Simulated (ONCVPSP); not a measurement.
# Pseudopotential generation for cerium: ONCV, PBE

Do these settings give a usable potential? It is generated, then checked for transferability, scattering, ghosts and hardness.

Program: ONCVPSP 4.0.1.1 (patched build). Reference atom: PBE, scalar-relativistic, spherical and spin-unpolarised. All values are calculated.

## 1. The design

The settings as typed:

| Quantity | Value |
| --- | --- |
| element | cerium (Ce, Z = 58) |
| type | optimised norm-conserving Vanderbilt (ONCV) |
| frozen core | [Kr] 4d10 |
| valence charge | 12 |
| reference configuration | 4f1 5s2 5p6 5d1 6s2 |
| partial waves | 5s+6s: rc 2.60 bohr, ncon 4, nbas 7, qcut 5.7 1/bohr, 2 projectors; 5p: rc 2.35 bohr, ncon 4, nbas 8, qcut 6.7 1/bohr, 3 projectors, debl 1.6 Ha; 5d: rc 3.35 bohr, ncon 4, nbas 9, qcut 5 1/bohr, 1 projector; 4f: rc 0.95 bohr, ncon 5, nbas 9, qcut 21.6 1/bohr, local |
| local potential | the f channel |
| core correction | Teter function, fcfact 5.25, rcfact 1.6 |

The outer shells as boxes (Hund's rule for the drawing; the calculation is spin-unpolarised):

```
[Kr] core
4d [↑↓][↑↓][↑↓][↑↓][↑↓]
4f [↑ ][  ][  ][  ][  ][  ][  ]
5s [↑↓]
5p [↑↓][↑↓][↑↓]
5d [↑ ][  ][  ][  ][  ]
6s [↑↓]
```

## 2. The generation run

Ce.dat reads:

```
# ATOM AND REFERENCE CONFIGURATION
# atsym  z   nc   nv     iexc    psfile
  Ce 58.00    9    5        4      upf
#
#   n    l    f
    1    0    2.00
    2    0    2.00
    2    1    6.00
    3    0    2.00
    3    1    6.00
    3    2   10.00
    4    0    2.00
    4    1    6.00
    4    2   10.00
    4    3    1.00
    5    0    2.00
    5    1    6.00
    5    2    1.00
    6    0    2.00
#
# PSEUDOPOTENTIAL AND OPTIMIZATION
# lmax
    3
#
#   l,   rc,      ep,       ncon, nbas, qcut
    0    2.60    0.00    4    7    5.70
    1    2.35    0.00    4    8    6.70
    2    3.35    0.00    4    9    5.00
    3    0.95    0.00    5    9   21.60
#
# LOCAL POTENTIAL
# lloc, lpopt,  rc(5),   dvloc0
    3    5    0.95    0.00
#
# VANDERBILT-KLEINMAN-BYLANDER PROJECTORs
# l, nproj, debl
    0    2    1.80
    1    3    1.60
    2    1    3.10
    3    0    4.00
#
# MODEL CORE CHARGE
# icmod, fcfact, rcfact
    3    5.25    1.60
#
# LOG DERIVATIVE ANALYSIS
# epsh1, epsh2, depsh
   -3.00    5.00    0.02
#
# OUTPUT GRID
# rlmax, drl
    6.00    0.01
#
# TEST CONFIGURATIONS
# ncnf
    4
# nvcnf
#   n    l    f
    5
    4    3    1.00
    5    0    2.00
    5    1    6.00
    5    2    1.00
    6    0    1.00
#
    5
    4    3    1.00
    5    0    2.00
    5    1    6.00
    5    2    1.00
    6    0    0.00
#
    5
    4    3    1.00
    5    0    2.00
    5    1    6.00
    5    2    0.00
    6    0    0.00
#
    5
    4    3    2.00
    5    0    2.00
    5    1    6.00
    5    2    0.00
    6    0    1.00
#
```

Run with:

```
oncvpsp.x < Ce.dat > Ce.out
```

**Question.** What will these runs give? Wanted: cutoffs for 1 and 0.1 mHa per electron, occupied waves; bound ghosts; GHOST(+) flags; largest test error; largest phase difference near zero energy, channels read; rms error of d²Exc/dn², without and with the model core.

**Answer**, as computed:

```
                                                quantity                                                              value
  cutoffs for 1 and 0.1 mHa per electron, occupied waves                                                  160 Ha and 182 Ha
                                            bound ghosts  s at -966.60 eV, s at -93.98 eV, p at -502.88 eV, d at -258.94 eV
                                          GHOST(+) flags                                                        p at 274 eV
                            largest test error (AE − PS)                                  -291 meV, for 4f2 5s2 5p6 5d0 6s1
largest phase difference near zero energy, channels read                                                          0.004 rad
 rms error of d²Exc/dn², without and with the model core                                                 15.56 and 4.29 mHa
```

**Reading.** It has a bound ghost (s, p, d), a state that the atom doesn't have, and that rules the file out. By total energies transferability is poor: the largest error is 291 meV on 5.3 eV, for 4f2 5s2 5p6 5d0 6s1. It counts as very hard, with 160 Ha needed at the looser tolerance. At the looser tolerance the 4f wave is the slowest; 5p needs 12 Ha. Near zero energy the phases of the channels with partial waves agree within 0.004 rad. The program also flags highly localised states, GHOST(+) (p). These are tests on the free atom; a crystal test is still owed.
